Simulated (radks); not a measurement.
# Bi³⁻ held by a Watson sphere

The task here is to estimate one member of a computed series from the others.

Program: radks (a radial shooting solver on a logarithmic mesh, Libxc functionals) version 1. Level of theory: scalar-relativistic Kohn-Sham, LDA (Slater exchange, Perdew-Wang correlation), spin-polarised, spherical densities, finite nucleus. These are calculated values, not measurements, unless marked.

### Starting point

* element: bismuth (Z = 83)
* charge: -3
* electrons: 86
* configuration: [Rn]
* nuclear rms radius: 5.5211 fm

The outer shells:

Bi³⁻
```
[Xe] core
4f [↑↓][↑↓][↑↓][↑↓][↑↓][↑↓][↑↓]
5d [↑↓][↑↓][↑↓][↑↓][↑↓]
6s [↑↓]
6p [↑↓][↑↓][↑↓]
```

Set-up of the first run:

Settings of this run:

```text
Z 83
configuration [Rn]
relativity scalar-relativistic
functional lda,pw
spin polarised
nucleus finite rms 5.5211 fm
c 137.035999084
watson charge 3 radius 3.07 bohr
response adiabatic LDA kernel
```

Among the steps run: R = 3.07 bohr; R = 4.08 bohr; R = 5.04 bohr; R = 5.58 bohr; R = 6.28 bohr; R = 6.33 bohr; R = 6.43 bohr.

One of the session's tables, all rows but one given; the rest of the session is left out.

| R (bohr) | highest level (eV) | its <r> (bohr) | sum of <r²> (bohr²) | α (bohr³) |
| --- | --- | --- | --- | --- |
| 3.07 | -6.262 | 3.059 | 108.6 | 72.33 |
| 4.08 | -4.812 | 3.464 | 128.2 | 134.5 |
| 5.04 | ? | ? | ? | ? |
| 5.58 | -3.288 | 4.020 | 160.9 | 317.2 |
| 6.28 | -2.800 | 4.261 | 178.0 | 458.9 |
| 6.33 | -2.770 | 4.278 | 179.3 | 470.9 |
| 6.43 | -2.710 | 4.312 | 181.8 | 495.7 |

Q: Estimate the row for R (bohr) = 5.04 from the others.

Worked estimate for «highest level (eV)». A straight line through the neighbours (4.08, -4.812) and (5.58, -3.288) gives -4.812 + (-3.288 + 4.812) × (5.04 − 4.08) / (5.58 − 4.08) = -3.837; a parabola fitted to 4 rows on both sides gives -3.751.

As computed: highest level (eV): -3.752; its <r> (bohr): 3.827; sum of <r²> (bohr²): 148.6; α (bohr³): 235.7. In «highest level (eV)» the line misses by -0.085 and the parabola by +0.001.

From R = 3.07 to 6.43 bohr the top level moves from -6.262 to -2.710 eV and its mean radius from 3.06 to 4.31 bohr. A wider sphere makes a shallower well, so the ion swells.
